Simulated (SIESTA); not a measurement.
Crystal: TiSn3.

```
CELL_PARAMETERS angstrom
6.28609 0.00000 0.00000
-3.14305 5.44391 0.00000
0.00000 0.00000 5.49263
ATOMIC_POSITIONS crystal
Sn 0.17086 0.34173 0.25000
Sn 0.17086 0.82914 0.25000
Sn 0.65827 0.82914 0.25000
Sn 0.82914 0.65827 0.75000
Sn 0.82914 0.17086 0.75000
Sn 0.34173 0.17086 0.75000
Ti 0.33333 0.66667 0.75000
Ti 0.66667 0.33333 0.25000
```

The cell comes from a database or a generator and needn't be the stable form of this composition.

| Quantity | Value |
| --- | --- |
| Program | SIESTA 5.4.2 |
| Task | single point |
| Functional | PBE |
| Potentials or basis | PseudoDojo 0.4 standard (PBE files) |
| Basis | DZP (energy shift 0.003 Ry; two zetas on semicore shells) |
| Grid cutoff | 800 Ry |
| Energy shift | 0.003 Ry |
| k mesh | 5 × 5 × 5 |
| Occupations | fermi-dirac, width 0.05 eV |
| Spin | no spin polarisation |

On this cell: pressure 0.5 GPa; largest force 0.048 eV/Å; band gap on the k mesh none (metal or under the smearing width).

The same run follows on a disturbed copy (atoms moved at random, drawn with an rms of 0.05 Å):

```
Sn Ti
1.0
     6.28609    0.00000    0.00000
    -3.14305    5.44391    0.00000
     0.00000    0.00000    5.49263
Sn Ti
6 2
Cartesian
  -0.0409 1.8951 1.3746
  -1.5143 4.4887 1.3894
  1.5682 4.4546 1.3917
  3.1449 3.6319 4.0663
  4.6169 0.8919 4.0618
  1.6060 0.8996 4.1211
  -0.0293 3.6188 4.0765
  3.1330 1.8561 1.4093
```

Q: What does the disturbed cell give?

A: The energy (extrapolated to zero smearing) moves by +8.4 meV/atom; pressure 0.8 GPa; largest force 0.472 eV/Å; band gap on the k mesh none (metal or under the smearing width).

Forces in eV/Å, atoms in the order of the input:
```
Sn   0.105 -0.383 -0.139
Sn   0.041  0.304 -0.178
Sn  -0.126  0.264 -0.272
Sn  -0.074 -0.375  0.276
Sn   0.102  0.193  0.237
Sn  -0.070  0.277  0.087
Ti   0.028 -0.134  0.120
Ti  -0.005 -0.146 -0.131
```

Stress tensor (GPa, compression positive):
```
 0.80 -0.12 -0.06
-0.12  0.78 -0.03
-0.06 -0.03  0.76
```

Caveats: the basis of atomic orbitals isn't converged, which shifts pressures, moduli and gaps.
